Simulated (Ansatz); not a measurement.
# C₂H₆BF, SMILES CCBF: a ladder of methods at one geometry

Program: Ansatz 0.2.0 through its Python package.

Contents of `c2h6bf.xyz`:
```text
10

C    -0.76710    0.77430   -0.24060
C    -0.12260   -0.26160    0.56980
B     1.14870   -0.79990   -0.18600
F     1.13980   -1.44300   -1.45990
H    -1.14160    0.40380   -1.25050
H    -1.71180    1.19570    0.29380
H    -0.10830    1.68400   -0.41690
H    -0.77800   -1.08860    0.73390
H     0.18010    0.17930    1.59730
H     2.24380   -0.69510    0.36210
```

Notebook, run cell by cell (the value of a cell's last expression is shown):

In [1]:
```python
from pathlib import Path

import ansatz as az
import numpy as np
```

In [2]:
```python
BASIS_SET = "cc-pVDZ"
```

In [3]:
```python
molecule = az.Crystal.molecule_from_extxyz("c2h6bf.xyz")
```

In [4]:
```python
job = molecule.calculation().basis(gaussian=BASIS_SET)
```

In [5]:
```python
print("functional    E (Ha)        dipole (D)   HOMO (eV)  LUMO (eV)")
for name in ["r2scan0", "cam_b3lyp", "revpbe", "pbe0"]:
    report = job.functional(name).forces().orbitals().run(runs_dir="runs").report
    lines = Path(report["orbitals_path"]).read_text().splitlines()
    field_of = lambda key: [line.split("=")[1].strip() for line in lines if line.startswith(key)]
    orbitals = [(27.211386 * float(e), s, float(n)) for e, s, n in zip(field_of("Ene="), field_of("Spin="), field_of("Occup="))]
    homo = max(e for e, _, n in orbitals if n > 0.5)
    lumo = min(e for e, _, n in orbitals if n < 0.5)
    dipole = 4.803205 * np.linalg.norm(report["charge_distribution"]["dipole_moment_e_ang"])
    print(f"{name:10s} {report['free_energy_ev'] / 27.211386246:14.6f} {dipole:9.3f} {homo:11.3f} {lumo:10.3f}")
```
```text
functional    E (Ha)        dipole (D)   HOMO (eV)  LUMO (eV)
r2scan0       -204.423947     1.617      -8.513     -0.548
cam_b3lyp     -204.459834     1.529      -9.735      0.388
revpbe        -204.487037     1.409      -6.797     -1.692
pbe0          -204.322780     1.562      -8.304     -0.783
```

Total energies depend on the basis set; only differences at equal settings carry meaning. The geometry is a force-field or estimated start, not a minimum of this method, and the basis set is short of its limit. A lower total doesn't mark the better method: functionals have no common bound, and MP2 and coupled cluster aren't variational. Levels such as HOMO and LUMO are orbital energies: with these approximate functionals they aren't the ionisation energy and electron affinity, and their gap isn't the fundamental gap. Run time: 13 s on 1 thread of Arm Neoverse V1, on a shared host, peak memory 0.24 GiB.

(Lines on the test bed's own set-up are left out of the output.)
